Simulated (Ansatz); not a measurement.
# C₇H₁₂: ionisation energy by level of theory

An exercise on one series of results from a longer session: the logs are not shown, and one member is left open.

The runs use Ansatz 0.2.0, Gaussian basis; unrestricted cation, the program's frozen cores in correlated methods.

Plan: UKS PBE-D4/def2-TZVPP; UKS r2SCAN-D4/def2-TZVPP; UKS PBE0-D4/def2-TZVPP; UKS B3LYP-D4/def2-TZVPP; UKS wB97X-V/def2-TZVPP; UKS wB97M-V/def2-TZVPP; UKS B2PLYP/def2-TZVPP; UHF-MP2/def2-TZVPP; UHF-MP2/def2-QZVPP; then −ε(HOMO) from the neutral's earlier runs with LDA (SPW92), PBE-D4, revPBE-D4, BLYP-D4, r2SCAN-D4, B97M-V, PBE0-D4, B3LYP-D4, r2SCANh-D4, r2SCAN0-D4, HSE06-D4, BHLYP-D4, CAM-B3LYP-D4, LC-ωPBE, ωB97X-V, ωB97M-V.

1 further run of the same task is left out (it didn't finish).

## The relaxed structure

An earlier PBE0-D4 in a triple-zeta def2 set relaxation fixed the geometry.

19 atoms, charge 0, spin multiplicity 1.

Atoms are counted from 1 here; the program's logs count them from 0.

Bond lengths: C1–C2 1.451 Å, C1–H8 1.093 Å, C1–H9 1.093 Å, C1–H10 1.093 Å, C2–C3 1.203 Å, C3–C4 1.455 Å, C4–C5 1.530 Å, C4–H11 1.095 Å, C4–H12 1.097 Å, C5–C6 1.519 Å, C5–H13 1.095 Å, C5–H14 1.096 Å, C6–C7 1.518 Å, C6–H15 1.097 Å, C6–H16 1.095 Å, C7–H17 1.094 Å, C7–H18 1.094 Å, C7–H19 1.092 Å. Angles: C2–C1–H8 111.1°, C2–C1–H9 111.1°, C2–C1–H10 111.2°, H8–C1–H9 107.8°, H8–C1–H10 107.8°, H9–C1–H10 107.8°, C1–C2–C3 179.7°, C2–C3–C4 178.9°, C3–C4–C5 113.3°, C3–C4–H11 109.0°, C3–C4–H12 109.2°, C5–C4–H11 109.6°, C5–C4–H12 109.4°, H11–C4–H12 106.2°, C4–C5–C6 113.5°, C4–C5–H13 108.9°, C4–C5–H14 108.4°, C6–C5–H13 109.5° and more.

The first run:

Contents of in.yaml:

```yaml
crystal:
  periodic: [false, false, false]
  atoms:
    - {symbol: C, position_ang: [0.958725, -2.535769, -2.395792]}
    - {symbol: C, position_ang: [0.558704, -1.996487, -1.109412]}
    - {symbol: C, position_ang: [0.230327, -1.554680, -0.040156]}
    - {symbol: C, position_ang: [-0.182374, -1.000598, 1.240624]}
    - {symbol: C, position_ang: [-0.813316, 0.388010, 1.124126]}
    - {symbol: C, position_ang: [0.140192, 1.442436, 0.590348]}
    - {symbol: C, position_ang: [-0.509274, 2.808835, 0.461082]}
    - {symbol: H, position_ang: [1.157481, -1.735646, -3.113511]}
    - {symbol: H, position_ang: [1.868086, -3.135393, -2.304642]}
    - {symbol: H, position_ang: [0.177634, -3.174730, -2.815749]}
    - {symbol: H, position_ang: [-0.891826, -1.686973, 1.714862]}
    - {symbol: H, position_ang: [0.686618, -0.950274, 1.907598]}
    - {symbol: H, position_ang: [-1.692276, 0.325678, 0.473548]}
    - {symbol: H, position_ang: [-1.175830, 0.687349, 2.113945]}
    - {symbol: H, position_ang: [1.011277, 1.507322, 1.253305]}
    - {symbol: H, position_ang: [0.521853, 1.116550, -0.382549]}
    - {symbol: H, position_ang: [-0.879533, 3.165651, 1.426642]}
    - {symbol: H, position_ang: [-1.360523, 2.775709, -0.224840]}
    - {symbol: H, position_ang: [0.194069, 3.552990, 0.080546]}
basis:
  gaussian: {orbitals: def2-TZVPP}
total_charge: 1
magnetization: {spin_polarized: true, initial_magnetization: 1}
hamiltonian: {xc: pbe, dispersion: d4}
```

Started as:

```
$ ansatz run in.yaml --threads 2 --pin off --events-out ev --progress --plain --max-ram 32768MiB --backend cuda --devices 0, --max-vram 18GiB
```

Steps of the session up to this table: Cation, UKS PBE-D4/def2-TZVPP; Cation, UKS r2SCAN-D4/def2-TZVPP; Cation, UKS PBE0-D4/def2-TZVPP; Cation, UKS B3LYP-D4/def2-TZVPP; Cation, UKS wB97X-V/def2-TZVPP; Cation, UKS wB97M-V/def2-TZVPP; Cation, UKS B2PLYP (frozen core)/def2-TZVPP; Cation, UHF-MP2/def2-TZVPP; Cation, UHF-MP2/def2-QZVPP.

One table of the session follows, with a row left open; its other results are not shown here.

It belongs to the step «Ionisation energies side by side». For comparison, −ε(HOMO) of the neutral from earlier runs:

| functional | −ε(HOMO) (eV) |
| --- | --- |
| LDA (SPW92) | 6.00 |
| PBE-D4 | 5.86 |
| revPBE-D4 | ? |
| BLYP-D4 | 5.72 |
| r2SCAN-D4 | 6.06 |
| B97M-V | 6.10 |
| PBE0-D4 | 7.06 |
| B3LYP-D4 | 6.84 |
| r2SCANh-D4 | 6.52 |
| r2SCAN0-D4 | 7.20 |
| HSE06-D4 | 6.66 |
| BHLYP-D4 | 8.14 |
| CAM-B3LYP-D4 | 8.41 |
| LC-ωPBE | 9.81 |
| ωB97X-V | 9.43 |
| ωB97M-V | 9.31 |

Q: Estimate the row for revPBE-D4 from the others.

As computed: −ε(HOMO) (eV): 5.80. In the column «−ε(HOMO) (eV)» it lies between BLYP-D4 (5.72) and PBE-D4 (5.86).
